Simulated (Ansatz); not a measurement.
# Ir2Pt: the cost of one run

Method: DFT PBE, scalar-relativistic, plane waves, PAW, in Ansatz 0.2.0.

## 1. Starting point

Symmetry: Fd-3m, No. 227, cubic system. The conventional cell has a = 6.974 Å, b = 6.974 Å, c = 6.974 Å, α = 90.00°, β = 90.00°, γ = 90.00°. Ir (site symmetry -3m) is surrounded by 6 Ir at 2.47 Å. Pt (site symmetry -43m) is surrounded by 12 Ir at 2.89 Å and 4 Pt at 3.02 Å.

Coordinates:

```cif
data_structure
_symmetry_space_group_name_H-M 'P 1'
_symmetry_Int_Tables_number 1
_cell_length_a 4.9316
_cell_length_b 4.9316
_cell_length_c 4.9316
_cell_angle_alpha 60.000
_cell_angle_beta 60.000
_cell_angle_gamma 60.000
_cell_volume 84.81
loop_
_atom_site_label
_atom_site_type_symbol
_atom_site_fract_x
_atom_site_fract_y
_atom_site_fract_z
_atom_site_occupancy
Ir1 Ir 0.62500 0.62500 0.62500 1
Ir2 Ir 0.12500 0.62500 0.62500 1
Ir3 Ir 0.62500 0.62500 0.12500 1
Ir4 Ir 0.62500 0.12500 0.62500 1
Pt1 Pt 0.00000 0.00000 0.00000 1
Pt2 Pt 0.25000 0.25000 0.25000 1
```

This is candidate A: cubic Laves (C15) type (Fd-3m, No. 227).

(A quick probe on a coarse mesh, which set the mesh and smearing, is not shown.)

## 3. Rough relaxation on the coarse mesh (candidate A)

The input, input.yaml:

```yaml
crystal:
  lattice:
    - [0.0, 3.4871609446, 3.4871609446]
    - [3.4871609446, 0.0, 3.4871609446]
    - [3.4871609446, 3.4871609446, 0.0]
  atoms:
    - { symbol: Ir, position: [0.625, 0.625, 0.625] }
    - { symbol: Ir, position: [0.125, 0.625, 0.625] }
    - { symbol: Ir, position: [0.625, 0.625, 0.125] }
    - { symbol: Ir, position: [0.625, 0.125, 0.625] }
    - { symbol: Pt, position: [0.0, 0.0, 0.0] }
    - { symbol: Pt, position: [0.25, 0.25, 0.25] }
basis:
  ecutwfc: 420
kpoints:
  mp_grid: { grid: [4, 4, 4] }
hamiltonian:
  xc: pbe
scf:
  occupations: { method: gaussian, width: 0.1 }
  lower_state_search: "off"
output:
  forces: true
  stress: true
  eigenvalues: true
relax:
  adjacent_minimum: "off"
  f_tol: 0.04
  max_steps: 70
  cell: { stress_tol: 0.4 }
```

The run is started by

```
ansatz run input.yaml --threads 1 --pin off --max-ram 2560MiB --backend cpu --events-out ev --progress --plain --runs-dir out
```

What time and memory should one allow on 1 thread of Intel Xeon Platinum 8375C at 2.90GHz (Ice Lake), shared host?

About 13 s, with a peak of 0.44 GiB.
